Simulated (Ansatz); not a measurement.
**C2H9AlClN: up Jacob's ladder to CCSD(T)**

An exercise on one series of results from a longer session: the logs are not shown, and one member is left open.

Computed with Ansatz 0.2.0, Gaussian basis. Level: functionals in def2-TZVPP, the program's frozen cores in correlated methods.

Plan: LDA (SPW92), PBE-D4, revPBE-D4, BLYP-D4, r2SCAN-D4, B97M-V, PBE0-D4, B3LYP-D4, r2SCANh-D4, r2SCAN0-D4, HSE06-D4, BHLYP-D4, CAM-B3LYP-D4, LC-ωPBE, ωB97X-V, ωB97M-V, B2PLYP, PBE-QIDH; CCSD(T)/def2-SVP; CCSD(T)/def2-TZVPP; MP2/def2-QZVPP; extrapolation to the limit; RPA on PBE.

**Structure used throughout**

The geometry comes from an earlier relaxation with PBE0-D4 in a triple-zeta def2 set; it is a stationary point, not always the lowest conformer.

14 atoms, charge 0, spin multiplicity 1.

Atoms are counted from 1 here; the program's logs count them from 0.

Bond lengths: C1–Al2 1.961 Å, C1–H6 1.095 Å, C1–H7 1.095 Å, C1–H8 1.096 Å, Al2–C3 1.961 Å, Al2–N4 2.051 Å, Al2–Cl5 2.165 Å, C3–H9 1.095 Å, C3–H10 1.095 Å, C3–H11 1.096 Å, N4–H12 1.015 Å, N4–H13 1.016 Å, N4–H14 1.016 Å. Angles: Al2–C1–H6 110.8°, Al2–C1–H7 112.6°, Al2–C1–H8 112.5°, H6–C1–H7 106.4°, H6–C1–H8 106.5°, H7–C1–H8 107.7°, C1–Al2–C3 121.5°, C1–Al2–N4 102.9°, C1–Al2–Cl5 114.4°, C3–Al2–N4 102.9°, C3–Al2–Cl5 114.4°, N4–Al2–Cl5 95.0°, Al2–C3–H9 110.8°, Al2–C3–H10 112.6°, Al2–C3–H11 112.5°, H9–C3–H10 106.4°, H9–C3–H11 106.5°, H10–C3–H11 107.7° and more.

As a file:

| atom | x (Å) | y (Å) | z (Å) |
| --- | --- | --- | --- |
| C1 | -1.7323 | 0.8281 | 0.2698 |
| Al2 | 0.1815 | 0.5038 | -0.0106 |
| C3 | 1.3141 | -0.2411 | 1.4067 |
| N4 | 0.1902 | -0.9778 | -1.4283 |
| Cl5 | 1.1642 | 1.9693 | -1.2655 |
| H6 | -1.8876 | 1.6600 | 0.9645 |
| H7 | -2.2540 | 1.0953 | -0.6551 |
| H8 | -2.2452 | -0.0386 | 0.7023 |
| H9 | 1.4571 | 0.4867 | 2.2120 |
| H10 | 2.3141 | -0.5087 | 1.0497 |
| H11 | 0.8758 | -1.1336 | 1.8677 |
| H12 | -0.2272 | -1.8504 | -1.1210 |
| H13 | 1.1472 | -1.1648 | -1.7120 |
| H14 | -0.3109 | -0.6574 | -2.2514 |

The first run:

Contents of in.yaml:

```yaml
crystal:
  periodic: [false, false, false]
  atoms:
    - {symbol: C, position_ang: [-1.732297, 0.828086, 0.269800]}
    - {symbol: Al, position_ang: [0.181474, 0.503785, -0.010592]}
    - {symbol: C, position_ang: [1.314101, -0.241074, 1.406677]}
    - {symbol: N, position_ang: [0.190190, -0.977812, -1.428304]}
    - {symbol: Cl, position_ang: [1.164175, 1.969346, -1.265550]}
    - {symbol: H, position_ang: [-1.887550, 1.659957, 0.964463]}
    - {symbol: H, position_ang: [-2.254040, 1.095289, -0.655079]}
    - {symbol: H, position_ang: [-2.245173, -0.038600, 0.702280]}
    - {symbol: H, position_ang: [1.457109, 0.486685, 2.212028]}
    - {symbol: H, position_ang: [2.314094, -0.508681, 1.049741]}
    - {symbol: H, position_ang: [0.875808, -1.133583, 1.867711]}
    - {symbol: H, position_ang: [-0.227175, -1.850356, -1.120988]}
    - {symbol: H, position_ang: [1.147171, -1.164821, -1.712048]}
    - {symbol: H, position_ang: [-0.310888, -0.657422, -2.251440]}
basis:
  gaussian: {orbitals: def2-TZVPP}
hamiltonian: {xc: lda}
output: {orbitals: {seedname: orbitals}}
```

Started as:

```console
$ ansatz run in.yaml --threads 4 --pin off --events-out ev --progress --plain --max-ram 10444MiB
```

Steps of the session up to this table: LDA; PBE-D4 (GGA); revPBE-D4 (GGA); BLYP-D4 (GGA); r2SCAN-D4 (meta-GGA); B97M-V (meta-GGA); PBE0-D4 (hybrid); B3LYP-D4 (hybrid); r2SCANh-D4 (hybrid); r2SCAN0-D4 (hybrid); HSE06-D4 (hybrid); BHLYP-D4 (hybrid); CAM-B3LYP-D4 (range-separated); LC-ωPBE (range-separated); ωB97X-V (range-separated); ωB97M-V (range-separated); B2PLYP (double hybrid); PBE-QIDH (double hybrid).

One of the session's tables, all rows but one given; the rest of the session is left out.

It belongs to the step «Frontier levels by functional». 

| functional | HOMO (eV) | gap (eV) |
| --- | --- | --- |
| LDA (SPW92) | -5.95 | 4.82 |
| PBE-D4 | -5.83 | 4.80 |
| revPBE-D4 | -5.77 | 4.81 |
| BLYP-D4 | -5.70 | 4.62 |
| r2SCAN-D4 | -6.10 | 5.80 |
| B97M-V | -6.18 | 5.32 |
| PBE0-D4 | -7.11 | 6.89 |
| B3LYP-D4 | -6.89 | 6.30 |
| r2SCANh-D4 | -6.58 | 6.51 |
| r2SCAN0-D4 | ? | ? |
| HSE06-D4 | -6.71 | 6.12 |
| BHLYP-D4 | -8.31 | 8.66 |
| CAM-B3LYP-D4 | -8.48 | 8.99 |
| LC-ωPBE | -9.86 | 11.72 |
| ωB97X-V | -9.50 | 11.11 |
| ωB97M-V | -9.34 | 10.50 |

Estimate the missing values for r2SCAN0-D4.

Worked estimate for «HOMO (eV)». Against the share of exact exchange, r2SCAN-D4 (0, -6.10), r2SCANh-D4 (0.1, -6.58) give a slope of -4.80 per unit share; at 0.25 the line stands at -7.30.

**Answer.** HOMO (eV): -7.30; gap (eV): 7.56. In «HOMO (eV)» the line misses by 0.00.
